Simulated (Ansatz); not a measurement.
**CdTe (zincblende type): how the settings move a relaxation**

Aim: see which settings change the result for CdTe (zincblende type), by how much, and at what cost.

Computed with Ansatz 0.2.0 (reference: DFT, r2SCAN, PAW with Ansatz's default frozen-core files, scalar-relativistic, unless a step's input says otherwise).

### Step 1. The structure to begin with

Symmetry: F-43m, No. 216, cubic system. Conventional cell: a = 6.214 Å, b = 6.214 Å, c = 6.214 Å, α = 90.00°, β = 90.00°, γ = 90.00°. Cd (site symmetry -43m) is surrounded by 4 Te at 2.69 Å. Te (site symmetry -43m) has 4 Cd at 2.69 Å as nearest neighbours.

Coordinates:

```
CELL_PARAMETERS angstrom
0.00000 3.10723 3.10723
3.10723 0.00000 3.10723
3.10723 3.10723 0.00000
ATOMIC_POSITIONS crystal
Cd 0.00000 0.00000 0.00000
Te 0.25000 0.25000 0.25000
```

### Step 2. Reference

The input, input.yaml:

```yaml
crystal:
  lattice:
    - [0.0, 3.107232506, 3.107232506]
    - [3.107232506, 0.0, 3.107232506]
    - [3.107232506, 3.107232506, 0.0]
  atoms:
    - { symbol: Cd, position: [0.0, 0.0, 0.0] }
    - { symbol: Te, position: [0.25, 0.25, 0.25] }
kpoints:
  mp_grid: { grid: [9, 9, 9] }
scf:
  occupations: { method: fermi_dirac, width: 0.02 }
hamiltonian:
  xc: r2scan
  pseudopotentials: { kind: paw }
output:
  forces: true
  stress: true
  write_density: true
  write_potential: true
  elf: true
  volumetric_format: npy
relax:
  f_tol: 0.005
  max_steps: 40
  cell: {}
```

The run is started by

```console
ansatz run input.yaml --threads 2 --pin off --max-ram 4096MiB --backend cpu --events-out ev --progress --plain --runs-dir out
```

### Step 3. Changed: scf.algorithm density_mixing, ecutrho_ratio 9

Changes to input.yaml since step 2:

```diff
@@ -12,2 +12,3 @@
   occupations: { method: fermi_dirac, width: 0.02 }
+  algorithm: density_mixing
 hamiltonian:
@@ -18,6 +19,2 @@
   stress: true
-  write_density: true
-  write_potential: true
-  elf: true
-  volumetric_format: npy
 relax:
@@ -26 +23,3 @@
   cell: {}
+basis:
+  ecutrho_ratio: 9
```

**Question.** What will these runs give? Wanted: for each run, ending; energy change; pressure; gap; force.

The runs gave:

| run | ending | energy change | pressure (GPa) | gap (eV) | force (eV/Å) | cycles | time |
| --- | --- | --- | --- | --- | --- | --- | --- |
| reference | converged | 0 | 0.0 | 1.17 | 0.00 | 29 | 19 s |
| 1: scf.algorithm density_mixing, ecutrho_ratio 9 | converged | 0.0 meV/atom | 0.0 | 1.17 | 0.00 | 29 | 23 s |

Times don't compare one to one where runs were asked for different outputs or read a saved state (see the inputs); cycles may leave out searches for a lower state.

Changing the solver and numerical grids hardly moves the energy: 0.0 meV/atom. The gap of the reference lacks spin-orbit coupling, though the cell holds Te.

These are semilocal Kohn-Sham gaps, which aren't the measured quantity. Such gaps usually fall short of the measured ones; spin-orbit coupling, left out here, narrows gaps with Te, so the two errors partly cancel.
